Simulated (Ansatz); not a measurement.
# AlAsH (doublet): the correlation ladder, cc-pVTZ

Aim: climb from Hartree-Fock through coupled cluster and multireference methods for AlAsH (doublet) at one geometry and basis, and see what each rung misses.

The runs use Ansatz 0.2.0, Gaussian basis; cc-pVTZ, core rule «outside noble gas», up to 19 orbitals frozen.

The runs, in order: UHF; CCSD(T) on ROHF; CCSD(T) on UHF; BCCD(T) on ROHF; CCSDT(Q) on ROHF; CCSDT(Q) on UHF; CASSCF and MRCISD+Q, 9 electrons in 9 orbitals; CASSCF and NEVPT2, 9 electrons in 9 orbitals.

12 further runs of the same task are left out: 7 for a known fault of the program, 5 set aside as unsound or not needed.

## Step 1: The geometry

The geometry is a PBE0/def2-TZVP stationary point (not a proven minimum). No spin-orbit coupling is included. The filled d shell of As may be among the frozen orbitals whatever the setting's name suggests; the logs give the count.

3 atoms, charge 0, spin multiplicity 2.

Atoms are counted from 1 here; the program's logs count them from 0.

Bond lengths: Al1–As2 2.281 Å, As2–H3 1.561 Å. Angles: Al1–As2–H3 68.1°.

In the tables R marks a restricted open-shell determinant and U an unrestricted one; 'valence' is the active space of 9 electrons in 9 orbitals; energies count from the table's Hartree-Fock row.

## Step 2: UHF

The input, in.yaml:

```yaml
crystal:
  periodic: [false, false, false]
  atoms:
    - {symbol: Al, position_ang: [0.000000, -0.010984, 1.677500]}
    - {symbol: As, position_ang: [0.000000, -0.015337, -0.603790]}
    - {symbol: H, position_ang: [0.000000, 1.434043, -0.024416]}
basis:
  gaussian: {orbitals: cc-pVTZ}
magnetization: {spin_polarized: true, initial_magnetization: 1}
hamiltonian: {xc: hf}
output: {orbitals: {seedname: orbitals}}
```

On the command line:

```sh
$ ansatz run in.yaml --threads 1 --pin off --events-out ev --progress --plain --max-ram 4096MiB --backend cpu
```

Output:

```text
Functional definition: HF
  name "HF"
  cite "Fock, Z. Phys. 61, 126 (1930) doi:10.1007/BF01340294"
  parent pbe
  exchange = exact_x
  correlation = 0
582 factors; integrals over basis functions are off by at most 8.3e-4 eV
mean field evaluation 1: about -67393.7204 eV, gradient 9.4e0 eV
mean field evaluation 2: about -67393.7235 eV, gradient 9.4e0 eV
mean field evaluation 4: about -67394.7900 eV, gradient 1.7e0 eV
mean field evaluation 8: about -67394.8576 eV, gradient 2.5e-2 eV
mean field evaluation 16: about -67394.8589 eV, gradient 5.1e-1 eV
mean field evaluation 32: about -67394.8350 eV, gradient 1.0e0 eV
mean field evaluation 64: about -67394.8645 eV, gradient 5.9e-2 eV
mean field evaluation 96: about -67394.9133 eV, gradient 1.5e-1 eV
mean field evaluation 128: about -67394.8565 eV, gradient 5.2e-1 eV
mean field evaluation 160: about -67394.9188 eV, gradient 6.6e-2 eV
mean field evaluation 192: about -67394.8576 eV, gradient 1.1e-2 eV
mean field -67394.92270099 eV, -2476.7177273422 hartree, gradient 7.8e-6 eV, S^2 0.988699; 4 other end points of the search recorded, 0 dependent functions left out
reference -67394.92270099 eV, -2476.7177273422 hartree; 24, 23 occupied and 67, 68 virtual orbitals, 582 factors
Total energy: -67394.92270099 eV, -2476.7177273422 hartree
```

Wall time 9 s (1 thread of AMD EPYC 7R13, shared host).

From the report: ⟨S²⟩ of the determinant 0.989 (pure doublet: 0.75).

## Step 3: CCSD(T) on ROHF

Edit in.yaml of step 2 so:

```diff
@@ -8,4 +8,3 @@
   gaussian: {orbitals: cc-pVTZ}
-magnetization: {spin_polarized: true, initial_magnetization: 1}
-hamiltonian: {xc: hf}
-output: {orbitals: {seedname: orbitals}}
+magnetization: {spin_polarized: false, initial_magnetization: 1}
+correlation: {method: ccsd_t, electrons: outside_noble_gas}
```

Launched as before.

Output (excerpt; [...] marks lines left out):

```text
Functional definition: HF
  name "HF"
  cite "Fock, Z. Phys. 61, 126 (1930) doi:10.1007/BF01340294"
  parent pbe
[...]
582 factors; integrals over basis functions are off by at most 8.3e-4 eV
[...]
mean field -67394.73472631 eV, -2476.7108193999 hartree, gradient 2.5e-6 eV, S^2 0.750000; 8 other end points of the search recorded, 0 dependent functions left out
[...]
determinant -67394.73472631 eV, -2476.7108193999 hartree, with singles and doubles -67400.41359029 eV, -2476.9195138018 hartree
determinant -67394.64230995 eV, -2476.7074231613 hartree, with singles and doubles -67400.60535000 eV, -2476.9265608414 hartree
determinant -67391.58668457 eV, -2476.5951309998 hartree, with singles and doubles -67397.80503590 eV, -2476.8236511961 hartree
determinant -67391.35257768 eV, -2476.5865277304 hartree, with singles and doubles -67397.44399681 eV, -2476.8103832546 hartree
determinant -67394.73472631 eV, -2476.7108193999 hartree, with singles and doubles -67400.32500390 eV, -2476.9162583123 hartree
determinant -67394.64230995 eV, -2476.7074231613 hartree, with singles and doubles -67400.52081885 eV, -2476.9234543790 hartree
19 core orbitals not correlated: weight in the atoms' cores, before any rotation towards them, 1.000 or more for the frozen orbitals, at most 0.000 for the correlated occupied ones
reference -67394.64230995 eV, -2476.7074231613 hartree; 5, 4 occupied and 67, 68 virtual orbitals, 582 factors
second order -5.18673766 eV of doubles, -0.09161780 eV of singles
cycle   1  -5.87850952 eV  change   -6.1e-7 eV  update   3.5e-6
perturbative correction -0.35133679 eV, -0.0129113891 hartree
Total energy: -67400.87215626 eV, -2476.9363657906 hartree
```

Run time: 25 s. Hardware: 1 thread of AMD EPYC 7R13, shared host; peak memory 0.36 GiB.

From the report: correlation -6.2298 eV; T1 0.032; largest double amplitude 0.07.

## Step 4: CCSD(T) on UHF

Edit in.yaml of step 3 so:

```diff
@@ -8,3 +8,3 @@
   gaussian: {orbitals: cc-pVTZ}
-magnetization: {spin_polarized: false, initial_magnetization: 1}
+magnetization: {spin_polarized: true, initial_magnetization: 1}
 correlation: {method: ccsd_t, electrons: outside_noble_gas}
```

The command is unchanged.

Output (excerpt; [...] marks lines left out):

```text
Functional definition: HF
  name "HF"
  cite "Fock, Z. Phys. 61, 126 (1930) doi:10.1007/BF01340294"
  parent pbe
[...]
582 factors; integrals over basis functions are off by at most 8.3e-4 eV
[...]
mean field -67394.92270099 eV, -2476.7177273422 hartree, gradient 1.8e-6 eV, S^2 0.988699; 18 other end points of the search recorded, 0 dependent functions left out
determinant -67394.92270099 eV, -2476.7177273422 hartree, with singles and doubles -67400.47262546 eV, -2476.9216833045 hartree
determinant -67394.85762728 eV, -2476.7153359273 hartree, with singles and doubles -67400.61641829 eV, -2476.9269675937 hartree
determinant -67394.84309517 eV, -2476.7148018823 hartree, with singles and doubles -67400.41074602 eV, -2476.9194092768 hartree
determinant -67393.25636521 eV, -2476.6564906316 hartree, with singles and doubles -67398.14356663 eV, -2476.8360919713 hartree
[...]
determinant -67391.42721106 eV, -2476.5892704564 hartree, with singles and doubles -67397.44738148 eV, -2476.8105076387 hartree
determinant -67394.92270099 eV, -2476.7177273422 hartree, with singles and doubles -67400.47910341 eV, -2476.9219213648 hartree
determinant -67394.85762728 eV, -2476.7153359273 hartree, with singles and doubles -67400.53721192 eV, -2476.9240568130 hartree
determinant -67394.84309517 eV, -2476.7148018823 hartree, with singles and doubles -67400.33033182 eV, -2476.9164541096 hartree
19 core orbitals not correlated: weight in the atoms' cores, before any rotation towards them, 1.000 or more for the frozen orbitals, at most 0.000 for the correlated occupied ones
reference -67394.85762728 eV, -2476.7153359273 hartree; 5, 4 occupied and 67, 68 virtual orbitals, 582 factors
second order -4.96281037 eV of doubles, -0.00000000 eV of singles
cycle   1  -5.67958460 eV  change    3.5e-8 eV  update   2.7e-6
perturbative correction -0.33094195 eV, -0.0121618925 hartree
Total energy: -67400.86815384 eV, -2476.9362187041 hartree
```

Run time: 44 s. Hardware: 1 thread of AMD EPYC 7R13, shared host; peak memory 0.36 GiB.

From the report: ⟨S²⟩ of the determinant 0.808 (pure doublet: 0.75); correlation -6.0105 eV; T1 0.031; largest double amplitude 0.07.

## Step 5: BCCD(T) on ROHF

Edit in.yaml of step 4 so:

```diff
@@ -8,3 +8,3 @@
   gaussian: {orbitals: cc-pVTZ}
-magnetization: {spin_polarized: true, initial_magnetization: 1}
-correlation: {method: ccsd_t, electrons: outside_noble_gas}
+magnetization: {spin_polarized: false, initial_magnetization: 1}
+correlation: {method: bccd_t, electrons: outside_noble_gas}
```

Same command.

Output (excerpt; [...] marks lines left out):

```text
Functional definition: HF
  name "HF"
  cite "Fock, Z. Phys. 61, 126 (1930) doi:10.1007/BF01340294"
  parent pbe
[...]
582 factors; integrals over basis functions are off by at most 8.3e-4 eV
[...]
mean field -67394.73472631 eV, -2476.7108193999 hartree, gradient 2.5e-6 eV, S^2 0.750000; 8 other end points of the search recorded, 0 dependent functions left out
[...]
determinant -67394.73472631 eV, -2476.7108193999 hartree, with singles and doubles -67400.41359029 eV, -2476.9195138018 hartree
determinant -67394.64230995 eV, -2476.7074231613 hartree, with singles and doubles -67400.60535000 eV, -2476.9265608414 hartree
determinant -67391.58668457 eV, -2476.5951309998 hartree, with singles and doubles -67397.80503590 eV, -2476.8236511961 hartree
determinant -67391.35257768 eV, -2476.5865277304 hartree, with singles and doubles -67397.44399681 eV, -2476.8103832546 hartree
determinant -67394.73472631 eV, -2476.7108193999 hartree, with singles and doubles -67400.32500390 eV, -2476.9162583123 hartree
determinant -67394.64230995 eV, -2476.7074231613 hartree, with singles and doubles -67400.52081885 eV, -2476.9234543790 hartree
19 core orbitals not correlated: weight in the atoms' cores, before any rotation towards them, 1.000 or more for the frozen orbitals, at most 0.000 for the correlated occupied ones
reference -67394.64230995 eV, -2476.7074231613 hartree; 5, 4 occupied and 67, 68 virtual orbitals, 582 factors
second order -5.18673766 eV of doubles, -0.09161780 eV of singles
cycle   1  -5.87318841 eV  change    5.3e-3 eV  update   1.5e-2
[...]
cycle  11  -5.87380103 eV  change   -2.1e-6 eV  update   7.0e-6
perturbative correction -0.35272608 eV, -0.0129624445 hartree
Total energy: -67400.86883706 eV, -2476.9362438122 hartree
```

Run time: 27 s. Hardware: 1 thread of AMD EPYC 7R13, shared host; peak memory 0.39 GiB.

From the report: correlation -6.2265 eV; largest double amplitude 0.07.

## Step 6: CCSDT(Q) on ROHF

Edit in.yaml of step 5 so:

```diff
@@ -9,2 +9,2 @@
 magnetization: {spin_polarized: false, initial_magnetization: 1}
-correlation: {method: bccd_t, electrons: outside_noble_gas}
+correlation: {method: ccsdt_q, electrons: outside_noble_gas}
```

On the command line:

```sh
$ ansatz run in.yaml --threads 2 --pin off --events-out ev --progress --plain --max-ram 24576MiB --backend cuda --devices 0, --max-vram 18GiB
```

Output (excerpt; [...] marks lines left out):

```text
Functional definition: HF
  name "HF"
  cite "Fock, Z. Phys. 61, 126 (1930) doi:10.1007/BF01340294"
  parent pbe
[...]
1073 factors; integrals over basis functions are off by at most 2.4e-7 eV
[...]
mean field -67394.73473511 eV, -2476.7108197234 hartree, gradient 3.0e-6 eV, S^2 0.750000; 8 other end points of the search recorded, 0 dependent functions left out
[...]
determinant -67394.73473511 eV, -2476.7108197234 hartree, with singles and doubles -67400.41360491 eV, -2476.9195143394 hartree
determinant -67394.64232184 eV, -2476.7074235982 hartree, with singles and doubles -67400.60537595 eV, -2476.9265617948 hartree
determinant -67391.58669828 eV, -2476.5951315037 hartree, with singles and doubles -67397.80505896 eV, -2476.8236520438 hartree
determinant -67391.35259607 eV, -2476.5865284062 hartree, with singles and doubles -67397.44402060 eV, -2476.8103841287 hartree
determinant -67394.73473511 eV, -2476.7108197234 hartree, with singles and doubles -67400.32499586 eV, -2476.9162580166 hartree
determinant -67394.64232184 eV, -2476.7074235982 hartree, with singles and doubles -67400.52081254 eV, -2476.9234541469 hartree
19 core orbitals not correlated: weight in the atoms' cores, before any rotation towards them, 1.000 or more for the frozen orbitals, at most 0.000 for the correlated occupied ones
reference -67394.64232184 eV, -2476.7074235982 hartree; 5, 4 occupied and 67, 68 virtual orbitals, 1073 factors
second order -5.18676383 eV of doubles, -0.09161769 eV of singles
cycle   1  -5.62346507 eV  change   -3.4e-1 eV  update   1.0e-1
[...]
cycle  20  -6.25983060 eV  change    2.8e-7 eV  update   6.3e-7
perturbative correction -0.02653689 eV, -0.0009752128 hartree
Total energy: -67400.92868933 eV, -2476.9384433426 hartree
```

Run time: 17 s. Hardware: 1 × H100 (card shared with other runs) with 2 threads of AMD EPYC 7R13, shared host; peak host memory 0.84 GiB.

From the report: correlation -6.2864 eV; T1 0.034; largest double amplitude 0.09.

## Step 7: CCSDT(Q) on UHF

Edit in.yaml of step 6 so:

```diff
@@ -8,3 +8,3 @@
   gaussian: {orbitals: cc-pVTZ}
-magnetization: {spin_polarized: false, initial_magnetization: 1}
+magnetization: {spin_polarized: true, initial_magnetization: 1}
 correlation: {method: ccsdt_q, electrons: outside_noble_gas}
```

Same command.

Output (excerpt; [...] marks lines left out):

```text
Functional definition: HF
  name "HF"
  cite "Fock, Z. Phys. 61, 126 (1930) doi:10.1007/BF01340294"
  parent pbe
[...]
1073 factors; integrals over basis functions are off by at most 2.4e-7 eV
[...]
mean field -67394.92271120 eV, -2476.7177277171 hartree, gradient 1.9e-6 eV, S^2 0.988700; 17 other end points of the search recorded, 0 dependent functions left out
determinant -67394.92271120 eV, -2476.7177277171 hartree, with singles and doubles -67400.47264341 eV, -2476.9216839642 hartree
determinant -67394.85763921 eV, -2476.7153363658 hartree, with singles and doubles -67400.61644183 eV, -2476.9269684587 hartree
determinant -67394.84310405 eV, -2476.7148022084 hartree, with singles and doubles -67400.41075948 eV, -2476.9194097717 hartree
determinant -67393.25637678 eV, -2476.6564910567 hartree, with singles and doubles -67398.14358762 eV, -2476.8360927425 hartree
[...]
determinant -67394.92271120 eV, -2476.7177277171 hartree, with singles and doubles -67400.47909403 eV, -2476.9219210202 hartree
determinant -67394.85763921 eV, -2476.7153363658 hartree, with singles and doubles -67400.53720522 eV, -2476.9240565667 hartree
determinant -67394.84310405 eV, -2476.7148022084 hartree, with singles and doubles -67400.33032350 eV, -2476.9164538038 hartree
19 core orbitals not correlated: weight in the atoms' cores, before any rotation towards them, 1.000 or more for the frozen orbitals, at most 0.000 for the correlated occupied ones
reference -67394.85763921 eV, -2476.7153363658 hartree; 5, 4 occupied and 67, 68 virtual orbitals, 1073 factors
second order -4.96283546 eV of doubles, -0.00000000 eV of singles
cycle   1  -5.39321476 eV  change   -4.3e-1 eV  update   1.0e-1
[...]
cycle  20  -6.04825093 eV  change   -1.2e-7 eV  update   1.1e-6
perturbative correction -0.02718261 eV, -0.0009989423 hartree
Total energy: -67400.93307275 eV, -2476.9386044303 hartree
```

Run time: 20 s. Hardware: 1 × H100 (card shared with other runs) with 2 threads of AMD EPYC 7R13, shared host; peak host memory 0.85 GiB.

From the report: ⟨S²⟩ of the determinant 0.808 (pure doublet: 0.75); correlation -6.0754 eV; T1 0.034; largest double amplitude 0.09.

## Step 8: CASSCF and MRCISD+Q, 9 electrons in 9 orbitals

The input, in.yaml:

```yaml
crystal:
  periodic: [false, false, false]
  atoms:
    - {symbol: Al, position_ang: [0.000000, -0.010984, 1.677500]}
    - {symbol: As, position_ang: [0.000000, -0.015337, -0.603790]}
    - {symbol: H, position_ang: [0.000000, 1.434043, -0.024416]}
basis:
  gaussian: {orbitals: cc-pVTZ}
magnetization: {spin_polarized: false, initial_magnetization: 1}
correlation: {method: fic_mrcisd_q, electrons: outside_noble_gas, active_space: {window: {electrons: 9, orbitals: 9}, shells: [{species: Al, l: s, shell: 3}, {species: Al, l: p, shell: 3}, {species: As, l: s, shell: 4}, {species: As, l: p, shell: 4}, {species: H, l: s, shell: 1}]}}
```

Launched as before.

Output (excerpt; [...] marks lines left out):

```text
Functional definition: HF
  name "HF"
  cite "Fock, Z. Phys. 61, 126 (1930) doi:10.1007/BF01340294"
  parent pbe
[...]
1073 factors; integrals over basis functions are off by at most 2.4e-7 eV
[...]
mean field -67394.73473511 eV, -2476.7108197234 hartree, gradient 3.0e-6 eV, S^2 0.750000; 5 other end points of the search recorded, 0 dependent functions left out
reference -67394.73473511 eV, -2476.7108197234 hartree; 24, 23 occupied and 67, 68 virtual orbitals, 1073 factors
state -67396.77004225 eV, -2476.7856158811 hartree
contracted CI cycle   1: correlation 0.00000000 eV, 0.0000000000 hartree, residual 1.50e1 eV
contracted CI cycle   2: correlation -3.60195760 eV, -0.1323695005 hartree, residual 3.09e0 eV
contracted CI cycle   3: correlation -3.76456241 eV, -0.1383451170 hartree, residual 7.59e-1 eV
contracted CI cycle   4: correlation -3.77483503 eV, -0.1387226288 hartree, residual 2.24e-1 eV
contracted CI cycle   5: correlation -3.77570749 eV, -0.1387546911 hartree, residual 6.84e-2 eV
contracted CI cycle   6: correlation -3.77578671 eV, -0.1387576024 hartree, residual 2.03e-2 eV
contracted CI cycle   7: correlation -3.77579383 eV, -0.1387578640 hartree, residual 5.93e-3 eV
contracted CI cycle   8: correlation -3.77579444 eV, -0.1387578864 hartree, residual 1.73e-3 eV
contracted CI cycle   9: correlation -3.77579449 eV, -0.1387578882 hartree, residual 4.60e-4 eV
state -67396.77004225 eV, -2476.7856158811 hartree; corrected -67400.86717216 eV, -2476.9361826281 hartree
Total energy: -67400.86717216 eV, -2476.9361826281 hartree
Checks for a lower state left out: starts, orbital_swaps
```

Wall time 10 s (1 × H100 (card shared with other runs) with 2 threads of AMD EPYC 7R13, shared host); peak host memory 0.86 GiB.

From the report: 8,036 determinants; active occupations 1.99, 1.95, 1.94, 1.94, 1.01, 0.06, 0.04, 0.03, 0.02.

## Step 9: CASSCF and NEVPT2, 9 electrons in 9 orbitals

The input, in.yaml:

```yaml
crystal:
  periodic: [false, false, false]
  atoms:
    - {symbol: Al, position_ang: [0.000000, -0.010984, 1.677500]}
    - {symbol: As, position_ang: [0.000000, -0.015337, -0.603790]}
    - {symbol: H, position_ang: [0.000000, 1.434043, -0.024416]}
basis:
  gaussian: {orbitals: cc-pVTZ}
magnetization: {spin_polarized: false, initial_magnetization: 1}
correlation: {method: sc_nevpt2, electrons: outside_noble_gas, active_space: {window: {electrons: 9, orbitals: 9}, shells: [{species: Al, l: s, shell: 3}, {species: Al, l: p, shell: 3}, {species: As, l: s, shell: 4}, {species: As, l: p, shell: 4}, {species: H, l: s, shell: 1}]}}
```

On the command line:

```sh
$ ansatz run in.yaml --threads 1 --pin off --events-out ev --progress --plain --max-ram 4096MiB --backend cpu
```

Output:

```text
Functional definition: HF
  name "HF"
  cite "Fock, Z. Phys. 61, 126 (1930) doi:10.1007/BF01340294"
  parent pbe
  exchange = exact_x
  correlation = 0
1073 factors; integrals over basis functions are off by at most 2.4e-7 eV
mean field evaluation 1: about -67393.7279 eV, gradient 1.1e1 eV
mean field evaluation 2: about -67393.7352 eV, gradient 1.1e1 eV
mean field evaluation 4: about -67394.6099 eV, gradient 1.4e0 eV
mean field evaluation 8: about -67394.6423 eV, gradient 5.9e-2 eV
mean field evaluation 16: about -67394.7351 eV, gradient 3.3e-2 eV
mean field evaluation 32: about -67394.6601 eV, gradient 4.1e-1 eV
mean field -67394.73473511 eV, -2476.7108197234 hartree, gradient 3.0e-6 eV, S^2 0.750000; 5 other end points of the search recorded, 0 dependent functions left out
reference -67394.73473511 eV, -2476.7108197234 hartree; 24, 23 occupied and 67, 68 virtual orbitals, 1073 factors
state -67396.77004225 eV, -2476.7856158811 hartree
state -67396.77004225 eV, -2476.7856158811 hartree; corrected -67399.97114656 eV, -2476.9032542949 hartree
Total energy: -67399.97114656 eV, -2476.9032542949 hartree
Checks for a lower state left out: starts, orbital_swaps
```

Run time: 12 s. Hardware: 1 thread of AMD EPYC 7R13, shared host; peak memory 0.26 GiB.

From the report: 8,036 determinants; active occupations 1.99, 1.95, 1.94, 1.94, 1.01, 0.06, 0.04, 0.03, 0.02.

## Step 10: How many determinants matter

Natural occupations of the CASSCF valence state about the gap (report; correlated orbitals 1 to 9): 1.992, 1.953, 1.943, 1.942, 1.009, 0.064, 0.043, 0.029, 0.025. The count of effectively unpaired electrons, Σ n²(2 − n)², is 1.06; a single determinant of this spin has 1.

## Step 11: All levels against the top one

The yardstick is UCCSDT(Q), where the cluster series has nearly closed. Rows without a time come out of other runs: HF, MP2 and CCSD of CCSD(T), CCSDT of CCSDT(Q), CASSCF and MRCISD of the multireference runs.

Differences are taken before rounding.

```csv
method,energy from the lowest RHF (kJ/mol),from UCCSDT(Q) (kJ/mol),time
RHF,0.0,+598.0,
UHF,-18.1,+579.9,9 s
RMP2,-500.4,+97.7,
UMP2,-490.7,+107.4,
RCCSD,-558.3,+39.8,
UCCSD,-559.9,+38.2,
RCCSD(T),-592.2,+5.9,25 s
UCCSD(T),-591.8,+6.3,44 s
BCCD(T),-591.9,+6.2,27 s
RCCSDT,-595.1,+3.0,
UCCSDT,-595.4,+2.6,
RCCSDT(Q),-597.6,+0.4,17 s (GPU)
UCCSDT(Q),-598.0,0,20 s (GPU)
CASSCF valence,-196.4,+401.7,
NEVPT2 valence,-505.2,+92.8,12 s
MRCISD valence,-560.7,+37.4,
MRCISD+Q valence,-591.7,+6.4,10 s (GPU)
```

Some runs used a GPU and others CPU threads alone; cost is compared among the CPU runs only.

Among the levels timed on like hardware, those that no quicker one beats, quickest first: UHF (9 s, +579.9 kJ/mol); NEVPT2 valence (12 s, +92.8 kJ/mol); RCCSD(T) (25 s, +5.9 kJ/mol).

With the free atoms at the same levels and basis (separate runs), the atomisation energy is 4.917 eV at UCCSDT(Q), 4.906 eV at RCCSD(T), 4.883 eV at UCCSD(T), 2.717 eV at RHF.

## Step 12: What came out

| quantity | value |
| --- | --- |
| UCCSDT(Q) below the RHF energy | -6.1983 eV |
| RMP2 from UCCSDT(Q) | +97.7 kJ/mol |
| UMP2 from UCCSDT(Q) | +107.4 kJ/mol |
| RCCSD from UCCSDT(Q) | +39.8 kJ/mol |
| RCCSD(T) from UCCSDT(Q) | +5.9 kJ/mol |
| UCCSD(T) from UCCSDT(Q) | +6.3 kJ/mol |
| RCCSDT(Q) from UCCSDT(Q) | +0.4 kJ/mol |
| NEVPT2 valence from UCCSDT(Q) | +92.8 kJ/mol |
| MRCISD+Q valence from UCCSDT(Q) | +6.4 kJ/mol |
| levels within 1 kcal/mol (43 meV) | RCCSDT, UCCSDT, RCCSDT(Q) |
| T1 diagnostic | 0.032 |
| effectively unpaired electrons | 1.06 |

**Reading.** RCCSD(T) lands +5.9 kJ/mol from the yardstick (1.0 % of the correlation energy). One determinant dominates. Of the multireference levels listed MRCISD+Q valence comes nearest in total energy (+6.4 kJ/mol), which doesn't show that its space is the better one. Coupled cluster took another determinant than the lowest Hartree-Fock one. These misses are within one basis, not against nature; the frozen cores of restricted and unrestricted runs differ, which can shift their rows.

For cost: RCCSD(T) gets within 5.9 kJ/mol in 25 s; the quickest level in the cost chart, UHF, takes 9 s and misses by 579.9 kJ/mol.
